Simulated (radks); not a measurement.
# The series with 1 electrons, H to Te⁵¹⁺

Aim: how levels and radii change as the nucleus grows at a fixed number of electrons, each ion in its NIST ground configuration.

Program: radks (a radial shooting solver on a logarithmic mesh, Libxc functionals) version 1. Level of theory: non-relativistic Kohn-Sham, LDA (Slater exchange, Perdew-Wang correlation), spin-unpolarised, spherical densities, point nucleus. These are calculated values, not measurements, unless marked.

## Step 1: Starting point

* electrons: 1
* ions: H, Be³⁺, N⁶⁺, Ne⁹⁺, Al¹²⁺, S¹⁵⁺, K¹⁸⁺, Ti²¹⁺, Mn²⁴⁺, Ni²⁷⁺, Ga³⁰⁺, Se³³⁺, Rb³⁶⁺, Zr³⁹⁺, Tc⁴²⁺, Pd⁴⁵⁺, In⁴⁸⁺, Te⁵¹⁺
* configuration: NIST ground configuration of each

## Step 2: H, 1s1

The run's settings:

```text
Z 1
configuration 1s1
relativity non-relativistic
functional lda,pw
spin unpolarised
nucleus point
```

## Step 3: Be³⁺, 1s1

Settings, as their differences from step 2:

```diff
@@ -1,2 +1,2 @@
-Z 1
+Z 4
 configuration 1s1
```

## Step 4: N⁶⁺, 1s1

Settings, as their differences from step 3:

```diff
@@ -1,2 +1,2 @@
-Z 4
+Z 7
 configuration 1s1
```

## Step 5: Ne⁹⁺, 1s1

Settings, as their differences from step 4:

```diff
@@ -1,2 +1,2 @@
-Z 7
+Z 10
 configuration 1s1
```

## Step 6: Al¹²⁺, 1s1

Settings, as their differences from step 5:

```diff
@@ -1,2 +1,2 @@
-Z 10
+Z 13
 configuration 1s1
```

## Step 7: S¹⁵⁺, 1s1

Settings, as their differences from step 6:

```diff
@@ -1,2 +1,2 @@
-Z 13
+Z 16
 configuration 1s1
```

## Step 8: K¹⁸⁺, 1s1

Settings, as their differences from step 7:

```diff
@@ -1,2 +1,2 @@
-Z 16
+Z 19
 configuration 1s1
```

## Step 9: Ti²¹⁺, 1s1

Settings, as their differences from step 8:

```diff
@@ -1,2 +1,2 @@
-Z 19
+Z 22
 configuration 1s1
```

## Step 10: Mn²⁴⁺, 1s1

Settings, as their differences from step 9:

```diff
@@ -1,2 +1,2 @@
-Z 22
+Z 25
 configuration 1s1
```

## Step 11: Ni²⁷⁺, 1s1

Settings, as their differences from step 10:

```diff
@@ -1,2 +1,2 @@
-Z 25
+Z 28
 configuration 1s1
```

## Step 12: Ga³⁰⁺, 1s1

Settings, as their differences from step 11:

```diff
@@ -1,2 +1,2 @@
-Z 28
+Z 31
 configuration 1s1
```

## Step 13: Se³³⁺, 1s1

Settings, as their differences from step 12:

```diff
@@ -1,2 +1,2 @@
-Z 31
+Z 34
 configuration 1s1
```

## Step 14: Rb³⁶⁺, 1s1

Settings, as their differences from step 13:

```diff
@@ -1,2 +1,2 @@
-Z 34
+Z 37
 configuration 1s1
```

## Step 15: Zr³⁹⁺, 1s1

Settings, as their differences from step 14:

```diff
@@ -1,2 +1,2 @@
-Z 37
+Z 40
 configuration 1s1
```

## Step 16: Tc⁴²⁺, 1s1

Settings, as their differences from step 15:

```diff
@@ -1,2 +1,2 @@
-Z 40
+Z 43
 configuration 1s1
```

## Step 17: Pd⁴⁵⁺, 1s1

Settings, as their differences from step 16:

```diff
@@ -1,2 +1,2 @@
-Z 43
+Z 46
 configuration 1s1
```

## Step 18: In⁴⁸⁺, 1s1

Settings, as their differences from step 17:

```diff
@@ -1,2 +1,2 @@
-Z 46
+Z 49
 configuration 1s1
```

## Step 19: Te⁵¹⁺, 1s1

Settings, as their differences from step 18:

```diff
@@ -1,2 +1,2 @@
-Z 49
+Z 52
 configuration 1s1
```

Before running it: what results should come out? Wanted: for each run, ion; E; ε(1s); <r>(1s).

As calculated:

| ion | E (hartree) | ε(1s) (eV) | <r>(1s) (bohr) |
| --- | --- | --- | --- |
| H | -0.44567 | -6.353 | 1.673 |
| Be³⁺ | -7.67831 | -183.60 | 0.3865 |
| N⁶⁺ | -23.89358 | -605.15 | 0.2181 |
| Ne⁹⁺ | -49.10397 | -1271.5 | 0.1519 |
| Al¹²⁺ | -83.31198 | -2182.6 | 0.1165 |
| S¹⁵⁺ | -126.51857 | -3338.6 | 0.09449 |
| K¹⁸⁺ | -178.72419 | -4739.5 | 0.07947 |
| Ti²¹⁺ | -239.92914 | -6385.2 | 0.06857 |
| Mn²⁴⁺ | -310.13357 | -8275.8 | 0.06030 |
| Ni²⁷⁺ | -389.33759 | -10411.4 | 0.05381 |
| Ga³⁰⁺ | -477.54130 | -12791.8 | 0.04858 |
| Se³³⁺ | -574.74474 | -15417.1 | 0.04428 |
| Rb³⁶⁺ | -680.94796 | -18287.3 | 0.04068 |
| Zr³⁹⁺ | -796.15099 | -21402 | 0.03762 |
| Tc⁴²⁺ | -920.35386 | -24762 | 0.03499 |
| Pd⁴⁵⁺ | -1053.55659 | -28367 | 0.03270 |
| In⁴⁸⁺ | -1195.75919 | -32217 | 0.03069 |
| Te⁵¹⁺ | -1346.96169 | -36312 | 0.02892 |

Between H and Te⁵¹⁺, 1s binds 5716 times more strongly and its mean radius falls by a factor 57.9.
